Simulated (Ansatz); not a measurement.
**H₅PSSi₂: up Jacob's ladder to CCSD(T)**

An exercise on one series of results from a longer session: the logs are not shown, and one member is left open.

Program: Ansatz 0.2.0, Gaussian basis. Level of theory: functionals in def2-TZVPP, the program's frozen cores in correlated methods. These are calculated values, not measurements.

Plan: LDA (SPW92), PBE-D4, revPBE-D4, BLYP-D4, r2SCAN-D4, B97M-V, PBE0-D4, B3LYP-D4, r2SCANh-D4, r2SCAN0-D4, HSE06-D4, BHLYP-D4, CAM-B3LYP-D4, LC-ωPBE, ωB97X-V, ωB97M-V, B2PLYP, PBE-QIDH; CCSD(T)/def2-SVP; CCSD(T)/def2-TZVPP; MP2/def2-QZVPP; extrapolation to the limit; RPA on PBE.

**Structure used throughout**

All runs share one geometry, relaxed beforehand with PBE0-D4 in a triple-zeta def2 set.

SMILES `S[SiH]1[SiH2]P1`, 9 atoms, charge 0, spin multiplicity 1.

Atoms are counted from 1 here; the program's logs count them from 0.

Bond lengths: S1–Si2 2.125 Å, S1–H5 1.346 Å, Si2–Si3 2.259 Å, Si2–P4 2.275 Å, Si2–H6 1.482 Å, Si3–P4 2.285 Å, Si3–H7 1.481 Å, Si3–H8 1.480 Å, P4–H9 1.426 Å. Angles: Si2–S1–H5 95.5°, S1–Si2–Si3 115.5°, S1–Si2–P4 115.1°, S1–Si2–H6 115.4°, Si3–Si2–P4 60.5°, Si3–Si2–H6 122.7°, P4–Si2–H6 116.1°, Si2–Si3–P4 60.1°, Si2–Si3–H7 122.1°, Si2–Si3–H8 119.0°, P4–Si3–H7 116.7°, P4–Si3–H8 114.2°, H7–Si3–H8 113.6°, Si2–P4–Si3 59.4°, Si2–P4–H9 89.3°, Si3–P4–H9 89.7°.

Set-up of the first run:

in.yaml reads:

```yaml
crystal:
  periodic: [false, false, false]
  atoms:
    - {symbol: S, position_ang: [-2.312098, 1.066896, -0.118950]}
    - {symbol: Si, position_ang: [-0.259430, 0.734759, 0.318921]}
    - {symbol: Si, position_ang: [0.377756, -1.431381, 0.401501]}
    - {symbol: P, position_ang: [0.961769, -0.138791, -1.390171]}
    - {symbol: H, position_ang: [-2.097696, 2.057679, -1.003863]}
    - {symbol: H, position_ang: [0.400122, 1.793761, 1.118053]}
    - {symbol: H, position_ang: [1.479061, -1.894208, 1.276483]}
    - {symbol: H, position_ang: [-0.615391, -2.484847, 0.093013]}
    - {symbol: H, position_ang: [2.154609, 0.249932, -0.711888]}
basis:
  gaussian: {orbitals: def2-TZVPP}
hamiltonian: {xc: lda}
output: {orbitals: {seedname: orbitals}}
```

The run is started by

```console
$ ansatz run in.yaml --threads 2 --pin off --events-out ev --progress --plain --max-ram 4352MiB
```

Among the steps run: LDA; PBE-D4 (GGA); revPBE-D4 (GGA); BLYP-D4 (GGA); r2SCAN-D4 (meta-GGA); B97M-V (meta-GGA); B3LYP-D4 (hybrid); r2SCANh-D4 (hybrid); r2SCAN0-D4 (hybrid); HSE06-D4 (hybrid); BHLYP-D4 (hybrid); CAM-B3LYP-D4 (range-separated); LC-ωPBE (range-separated); ωB97X-V (range-separated); ωB97M-V (range-separated); B2PLYP (double hybrid); PBE-QIDH (double hybrid).

One table of the session follows, with a row left open; its other results are not shown here.

It belongs to the step «Orbital energies across the functionals». 

```
  functional  HOMO (eV)  gap (eV)
 LDA (SPW92)      -5.91      4.27
      PBE-D4      -5.79      4.31
   revPBE-D4      -5.75      4.33
     BLYP-D4      -5.60      4.33
   r2SCAN-D4      -5.99      4.72
      B97M-V      -6.03      4.67
     PBE0-D4      -6.73      6.10
    B3LYP-D4          ?         ?
  r2SCANh-D4      -6.34      5.37
  r2SCAN0-D4      -6.86      6.33
    HSE06-D4      -6.35      5.34
    BHLYP-D4      -7.51      7.88
CAM-B3LYP-D4      -7.86      8.37
     LC-ωPBE      -9.12     10.66
     ωB97X-V      -8.82     10.27
     ωB97M-V      -8.62      9.85
```

Estimate the missing values for B3LYP-D4.

Worked estimate for «HOMO (eV)». Against the share of exact exchange, BLYP-D4 (0, -5.60), BHLYP-D4 (0.5, -7.51) give a slope of -3.82 per unit share; at 0.2 the line stands at -6.36.

**Answer.** HOMO (eV): -6.52; gap (eV): 5.76. In «HOMO (eV)» the line misses by +0.16.
